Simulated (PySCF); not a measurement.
# Tb⁴⁷⁺, Tb⁴⁸⁺, Tb⁴⁹⁺: ionisation energies in even-tempered 18s12p4d4f, part 2 of 2

Each state of terbium is computed at each level; their differences give the ionisation energy. How far do the methods differ?

PySCF 2.14.0; even-tempered 18s12p4d4f, the spin-free X2C one-electron Hamiltonian (Gaussian nucleus). The scripts are equivalent inputs of a driver's runs. The steps go on from the part before.

## Step 4: Tb⁴⁹⁺: the ladder of methods

**UHF**

Input file input.py:

```python
from pyscf import gto, scf, dft, mp, cc
mol = gto.M(atom="Tb 0 0 0", charge=49, spin=2, symmetry="D2h",
            basis=gto.etbs([(0, 18, 10, 2.5), (1, 12, 14, 2.5), (2, 4, 58, 2.7), (3, 4, 87, 2.7)]),
            nucmod="G")
mf = scf.UHF(mol).sfx2c1e()
mf.irrep_nelec = {'Ag': (3, 3), 'B1u': (2, 1), 'B2u': (2, 2), 'B3u': (2, 1)}
mf.kernel()
```

What it wrote:

```text
damping factor = 0
level_shift factor = 0
DIIS = <class 'pyscf.scf.diis.CDIIS'>
diis_start_cycle = 1
diis_space = 10
diis_damp = 0
SCF conv_tol = 1e-09
SCF conv_tol_grad = None
number electrons alpha = 9  beta = 7
cycle= 1 E= -9369.01737661178  delta_E= -0.00808  |g|= 0.0686  |ddm|= 0.0272
cycle= 2 E= -9369.01750620726  delta_E= -0.00013  |g|= 0.00963  |ddm|= 0.00359
cycle= 3 E= -9369.0175088471  delta_E= -2.64e-06  |g|= 6.8e-05  |ddm|= 0.000584
cycle= 4 E= -9369.01750884716  delta_E= -6.37e-11  |g|= 1.82e-06  |ddm|= 2.63e-06
converged SCF energy = -9369.01750884716  <S^2> = 2.0004283  2S+1 = 3.0002855
```

CPU time 2.1 s on a shared host, the integrals not counted.

Orbital energies by shell (radii are means over both spins):

```tsv
shell	electrons	mean orbital energy (eV)	spread (eV)	rms radius (bohr)
1s α	1	-55628.3	0	0.0245
1s β	1	-55615.4	0	0.0245
2s α	1	-12014.7	0	0.0976
2s β	1	-12006.6	0	0.0976
2p α	3	-11067.3	9.275	0.0875
2p β	3	-11051.7	7.592	0.0875
3s α	1	-4730.0	0	0.235
3s β	1	-4681.6	0	0.235
3p α	3	-4425.5	14.175	0.231
3p β	1	-4403.1	0	0.231
```

⟨S²⟩ = 2.000, ⟨L²⟩ = 2.00.

Spin-orbit constants on these orbitals (cm⁻¹; bare nucleus, screened nucleus, mean field): 3p 999900, 969100, 958800. To first order in LS coupling the lowest level has J = 2 and lies 59.4 eV below the centre of the term.

Spin-orbit coupling is strong in this species (close to jj coupling), so the high-spin LS determinant is a model state, not a physical level.

**LDA**

Changes to input.py:

```diff
@@ -4,3 +4,3 @@
             nucmod="G")
-mf = scf.UHF(mol).sfx2c1e()
+mf = dft.UKS(mol, xc="LDA,VWN").sfx2c1e()
 mf.irrep_nelec = {'Ag': (3, 3), 'B1u': (2, 1), 'B2u': (2, 2), 'B3u': (2, 1)}
```

What it wrote:

```text
damping factor = 0
level_shift factor = 0
DIIS = <class 'pyscf.scf.diis.CDIIS'>
diis_start_cycle = 1
diis_space = 10
diis_damp = 0
SCF conv_tol = 1e-09
SCF conv_tol_grad = None
number electrons alpha = 9  beta = 7
XC functionals = LDA,VWN
    P. A. M. Dirac.,  Math. Proc. Cambridge Philos. Soc. 26, 376 (1930)
    F. Bloch.,  Z. Phys. 57, 545 (1929)
    S. H. Vosko, L. Wilk, and M. Nusair.,  Can. J. Phys. 58, 1200 (1980)
cycle= 1 E= -9361.47243478305  delta_E= -0.0235  |g|= 0.0706  |ddm|= 0.0356
cycle= 2 E= -9361.47244373592  delta_E= -8.95e-06  |g|= 0.00407  |ddm|= 0.000807
cycle= 3 E= -9361.47244377507  delta_E= -3.92e-08  |g|= 9.66e-05  |ddm|= 5.29e-05
cycle= 4 E= -9361.4724437751  delta_E= -2.91e-11  |g|= 1.25e-06  |ddm|= 1.85e-06
converged SCF energy = -9361.4724437751  <S^2> = 2.0000711  2S+1 = 3.0000474
```

It used 0.22 s of CPU time after the integrals (shared host).

**PBE**

Changes to input.py:

```diff
@@ -4,3 +4,3 @@
             nucmod="G")
-mf = dft.UKS(mol, xc="LDA,VWN").sfx2c1e()
+mf = dft.UKS(mol, xc="PBE").sfx2c1e()
 mf.irrep_nelec = {'Ag': (3, 3), 'B1u': (2, 1), 'B2u': (2, 2), 'B3u': (2, 1)}
```

What it wrote:

```text
damping factor = 0
level_shift factor = 0
DIIS = <class 'pyscf.scf.diis.CDIIS'>
diis_start_cycle = 1
diis_space = 10
diis_damp = 0
SCF conv_tol = 1e-09
SCF conv_tol_grad = None
number electrons alpha = 9  beta = 7
XC functionals = PBE
    J. P. Perdew, K. Burke, and M. Ernzerhof.,  Phys. Rev. Lett. 77, 3865 (1996)
    J. P. Perdew, K. Burke, and M. Ernzerhof.,  Phys. Rev. Lett. 78, 1396 (1997)
    J. P. Perdew, K. Burke, and M. Ernzerhof.,  Phys. Rev. Lett. 77, 3865 (1996)
    J. P. Perdew, K. Burke, and M. Ernzerhof.,  Phys. Rev. Lett. 78, 1396 (1997)
cycle= 1 E= -9370.14446011376  delta_E= -0.0169  |g|= 0.0241  |ddm|= 0.0285
cycle= 2 E= -9370.14446343099  delta_E= -3.32e-06  |g|= 0.000647  |ddm|= 0.00069
cycle= 3 E= -9370.14446343354  delta_E= -2.55e-09  |g|= 1.96e-05  |ddm|= 1.55e-05
cycle= 4 E= -9370.14446343354  delta_E= -1.82e-12  |g|= 6.86e-07  |ddm|= 5.24e-07
converged SCF energy = -9370.14446343354  <S^2> = 2.0001272  2S+1 = 3.0000848
```

CPU time 0.3 s on a shared host, the integrals not counted.

**PBE0**

Changes to input.py:

```diff
@@ -4,3 +4,3 @@
             nucmod="G")
-mf = dft.UKS(mol, xc="PBE").sfx2c1e()
+mf = dft.UKS(mol, xc="PBE0").sfx2c1e()
 mf.irrep_nelec = {'Ag': (3, 3), 'B1u': (2, 1), 'B2u': (2, 2), 'B3u': (2, 1)}
```

What it wrote:

```text
damping factor = 0
level_shift factor = 0
DIIS = <class 'pyscf.scf.diis.CDIIS'>
diis_start_cycle = 1
diis_space = 10
diis_damp = 0
SCF conv_tol = 1e-09
SCF conv_tol_grad = None
number electrons alpha = 9  beta = 7
XC functionals = PBE0
    C. Adamo and V. Barone.,  J. Chem. Phys. 110, 6158 (1999)
    M. Ernzerhof and G. E. Scuseria.,  J. Chem. Phys. 110, 5029 (1999)
cycle= 1 E= -9370.04061490465  delta_E= -0.0117  |g|= 0.0274  |ddm|= 0.0257
cycle= 2 E= -9370.04062537025  delta_E= -1.05e-05  |g|= 0.00132  |ddm|= 0.00113
cycle= 3 E= -9370.04062540461  delta_E= -3.44e-08  |g|= 3.67e-05  |ddm|= 6.53e-05
cycle= 4 E= -9370.04062540463  delta_E= -2.36e-11  |g|= 1.24e-06  |ddm|= 1.64e-06
converged SCF energy = -9370.04062540463  <S^2> = 2.0001841  2S+1 = 3.0001227
```

CPU time 0.61 s on a shared host, the integrals not counted.

**r2SCAN**

Changes to input.py:

```diff
@@ -4,3 +4,3 @@
             nucmod="G")
-mf = dft.UKS(mol, xc="PBE0").sfx2c1e()
+mf = dft.UKS(mol, xc="R2SCAN").sfx2c1e()
 mf.irrep_nelec = {'Ag': (3, 3), 'B1u': (2, 1), 'B2u': (2, 2), 'B3u': (2, 1)}
```

What it wrote:

```text
damping factor = 0
level_shift factor = 0
DIIS = <class 'pyscf.scf.diis.CDIIS'>
diis_start_cycle = 1
diis_space = 10
diis_damp = 0
SCF conv_tol = 1e-09
SCF conv_tol_grad = None
number electrons alpha = 9  beta = 7
XC functionals = R2SCAN
    J. W. Furness, A. D. Kaplan, J. Ning, J. P. Perdew, and J. Sun.,  J. Phys. Chem. Lett. 11, 8208-8215 (2020)
    J. W. Furness, A. D. Kaplan, J. Ning, J. P. Perdew, and J. Sun.,  J. Phys. Chem. Lett. 11, 9248-9248 (2020)
    J. W. Furness, A. D. Kaplan, J. Ning, J. P. Perdew, and J. Sun.,  J. Phys. Chem. Lett. 11, 8208-8215 (2020)
    J. W. Furness, A. D. Kaplan, J. Ning, J. P. Perdew, and J. Sun.,  J. Phys. Chem. Lett. 11, 9248-9248 (2020)
cycle= 1 E= -9370.28264124496  delta_E= -0.0125  |g|= 0.0328  |ddm|= 0.032
cycle= 2 E= -9370.28265035995  delta_E= -9.11e-06  |g|= 0.0013  |ddm|= 0.00101
cycle= 3 E= -9370.28265037762  delta_E= -1.77e-08  |g|= 2.49e-05  |ddm|= 4.58e-05
cycle= 4 E= -9370.28265037762  delta_E= 3.64e-12  |g|= 5.83e-07  |ddm|= 7.01e-07
converged SCF energy = -9370.28265037762  <S^2> = 2.000282  2S+1 = 3.000188
```

CPU time 0.6 s on a shared host, the integrals not counted.

**PBEsol**

Changes to input.py:

```diff
@@ -4,3 +4,3 @@
             nucmod="G")
-mf = dft.UKS(mol, xc="R2SCAN").sfx2c1e()
+mf = dft.UKS(mol, xc="PBEsol").sfx2c1e()
 mf.irrep_nelec = {'Ag': (3, 3), 'B1u': (2, 1), 'B2u': (2, 2), 'B3u': (2, 1)}
```

What it wrote:

```text
damping factor = 0
level_shift factor = 0
DIIS = <class 'pyscf.scf.diis.CDIIS'>
diis_start_cycle = 1
diis_space = 10
diis_damp = 0
SCF conv_tol = 1e-09
SCF conv_tol_grad = None
number electrons alpha = 9  beta = 7
XC functionals = PBEsol
    J. P. Perdew, A. Ruzsinszky, G. I. Csonka, O. A. Vydrov, G. E. Scuseria, L. A. Constantin, X. Zhou, and K. Burke.,  Phys. Rev. Lett. 100, 136406 (2008)
    J. P. Perdew, A. Ruzsinszky, G. I. Csonka, O. A. Vydrov, G. E. Scuseria, L. A. Constantin, X. Zhou, and K. Burke.,  Phys. Rev. Lett. 100, 136406 (2008)
cycle= 1 E= -9366.29945183742  delta_E= -0.0176  |g|= 0.0379  |ddm|= 0.0308
cycle= 2 E= -9366.2994562187  delta_E= -4.38e-06  |g|= 0.00198  |ddm|= 0.000675
cycle= 3 E= -9366.29945622846  delta_E= -9.76e-09  |g|= 6.18e-05  |ddm|= 2.63e-05
cycle= 4 E= -9366.29945622849  delta_E= -2.55e-11  |g|= 1.87e-06  |ddm|= 1.25e-06
converged SCF energy = -9366.29945622849  <S^2> = 2.0001106  2S+1 = 3.0000737
```

CPU time 0.32 s on a shared host, the integrals not counted.

**BHandHLYP**

Changes to input.py:

```diff
@@ -4,3 +4,3 @@
             nucmod="G")
-mf = dft.UKS(mol, xc="PBEsol").sfx2c1e()
+mf = dft.UKS(mol, xc="BHANDHLYP").sfx2c1e()
 mf.irrep_nelec = {'Ag': (3, 3), 'B1u': (2, 1), 'B2u': (2, 2), 'B3u': (2, 1)}
```

What it wrote:

```text
damping factor = 0
level_shift factor = 0
DIIS = <class 'pyscf.scf.diis.CDIIS'>
diis_start_cycle = 1
diis_space = 10
diis_damp = 0
SCF conv_tol = 1e-09
SCF conv_tol_grad = None
number electrons alpha = 9  beta = 7
XC functionals = BHANDHLYP
    A. D. Becke.,  J. Chem. Phys. 98, 1372 (1993)
    Defined through Gaussian implementation.
cycle= 1 E= -9370.46138596266  delta_E= -0.0088  |g|= 0.0369  |ddm|= 0.0244
cycle= 2 E= -9370.46141559177  delta_E= -2.96e-05  |g|= 0.00298  |ddm|= 0.00183
cycle= 3 E= -9370.46141581749  delta_E= -2.26e-07  |g|= 5.01e-05  |ddm|= 0.00017
cycle= 4 E= -9370.46141581755  delta_E= -5.82e-11  |g|= 1.2e-06  |ddm|= 2.63e-06
converged SCF energy = -9370.46141581755  <S^2> = 2.0002454  2S+1 = 3.0001636
```

It used 0.63 s of CPU time after the integrals (shared host).

**MP2 (outer shells)**

Changes to input.py:

```diff
@@ -4,4 +4,5 @@
             nucmod="G")
-mf = dft.UKS(mol, xc="BHANDHLYP").sfx2c1e()
+mf = scf.UHF(mol).sfx2c1e()
 mf.irrep_nelec = {'Ag': (3, 3), 'B1u': (2, 1), 'B2u': (2, 2), 'B3u': (2, 1)}
 mf.kernel()
+mp.UMP2(mf, frozen=1).kernel()
```

No log was kept for this step.

CPU time 0.39 s on a shared host, the integrals not counted.

With 14 electrons correlated, the MP2 correlation energy is -0.58921 hartree (-0.16139 same spin, -0.42783 opposite spin); the SCS form gives -0.56719. Largest pairs of shells: 2p-2p -0.1979, 2p-3p -0.0905, 3s-3p -0.0837, 3p-3p -0.0789, 2s-2p -0.0588.

## Step 5: Orbital energies side by side

Highest occupied Hartree-Fock shell of each state: Tb⁴⁷⁺ 3p at -4202.5 eV; Tb⁴⁸⁺ 3p β at -4302.3 eV; Tb⁴⁹⁺ 3p β at -4403.1 eV.

## Step 6: The energy differences

Ionisation energy: Tb⁴⁷⁺ [Ar] (1S) → Tb⁴⁸⁺ [Ne] 3s2 3p5 (2P).

```tsv
method	value (eV)	less the reference (eV)	CPU time, both states (s)
UHF	4201.1	+3.4	4
LDA	4201.9	+4.2	0.44
PBE	4202.4	+4.8	0.61
PBE0	4202.6	+5.0	1.1
r2SCAN	4203.5	+5.8	1.1
PBEsol	4201.8	+4.1	0.61
BHandHLYP	4202.5	+4.9	1.1
MP2 (outer shells)	4202.1	+4.5	4.8
SCS-MP2 (outer shells)	4202.0	+4.3	4.8
```

Reference: 4139 ± 4 eV (theoretical estimate listed by NIST; NIST Atomic Spectra Database, ionization energies). A first-order spin-orbit estimate (lowest level to lowest level, LS coupling) adds -58.660 eV; the last energy column includes it. For this ion Breit and QED terms and the two-electron picture change, all absent here, are large against electron correlation.

Ionisation energy: Tb⁴⁸⁺ [Ne] 3s2 3p5 (2P) → Tb⁴⁹⁺ [Ne] 3s2 3p4 (3P).

```tsv
method	value (eV)	less the reference (eV)	CPU time, both states (s)
UHF	4301.1	+59.1	4.2
LDA	4303.1	+61.1	0.43
PBE	4303.8	+61.8	0.6
PBE0	4303.7	+61.7	1.2
r2SCAN	4304.1	+62.1	1.2
PBEsol	4303.0	+61.0	0.62
BHandHLYP	4303.3	+61.3	1.2
MP2 (outer shells)	4302.2	+60.2	4.9
SCS-MP2 (outer shells)	4302.1	+60.1	4.9
```

Reference: 4242 ± 4 eV (theoretical estimate listed by NIST; NIST Atomic Spectra Database, ionization energies). Spin-orbit coupling is strong in these open shells (close to jj coupling). The scalar numbers leave it out, so it can dominate the gap to the real levels. For this ion Breit and QED terms and the two-electron picture change, all absent here, are large against electron correlation.

Ionisation energy: Tb⁴⁹⁺ [Ne] 3s2 3p4 (3P) → Tb⁵⁰⁺ [Ne] 3s2 3p3 (4S).

```tsv
method	value (eV)	less the reference (eV)
UHF	4402.0	+47.0
LDA	4404.7	+49.7
PBE	4405.9	+50.9
PBE0	4405.4	+50.4
r2SCAN	4405.1	+50.1
PBEsol	4404.8	+49.8
BHandHLYP	4404.9	+49.9
MP2 (outer shells)	4403.1	+48.1
SCS-MP2 (outer shells)	4403.1	+48.1
```

Reference: 4355 ± 4 eV (theoretical estimate listed by NIST; NIST Atomic Spectra Database, ionization energies). Spin-orbit coupling is strong in these open shells (close to jj coupling). The scalar numbers leave it out, so it can dominate the gap to the real levels. The tabulated ground level of one species does not belong to the high-spin term computed here, so part of the gap to the reference is the choice of state. For this ion Breit and QED terms and the two-electron picture change, all absent here, are large against electron correlation.

The differences also use runs on Tb⁵⁰⁺ [Ne] 3s2 3p3 (4S), which are not shown here. Times are CPU seconds on a shared host without the integrals; correlated rows include their Hartree-Fock run, whose time holds the symmetry-adapted start and any spin-orbit constants, while functionals begin from orbitals already made.

## Step 7: Outcome

What follows sums up all 2 parts.

| quantity | value |
| --- | --- |
| ionisation energy, Tb⁴⁷⁺ | UHF 4201.1, MP2 (outer shells) 4202.1 eV; reference 4139 ± 4 |
| ionisation energy, Tb⁴⁸⁺ | UHF 4301.1, MP2 (outer shells) 4302.2 eV; reference 4242 ± 4 |
| ionisation energy, Tb⁴⁹⁺ | UHF 4402.0, MP2 (outer shells) 4403.1 eV; reference 4355 ± 4 |

In words: For the first difference the methods span 2.408 eV, from UHF (4201.1) to r2SCAN (4203.5). The reference is uncertain or not like for like (spin-orbit coupling or other relativistic terms), so no ranking of close methods is drawn. The basis is finite, and no extrapolation was made.
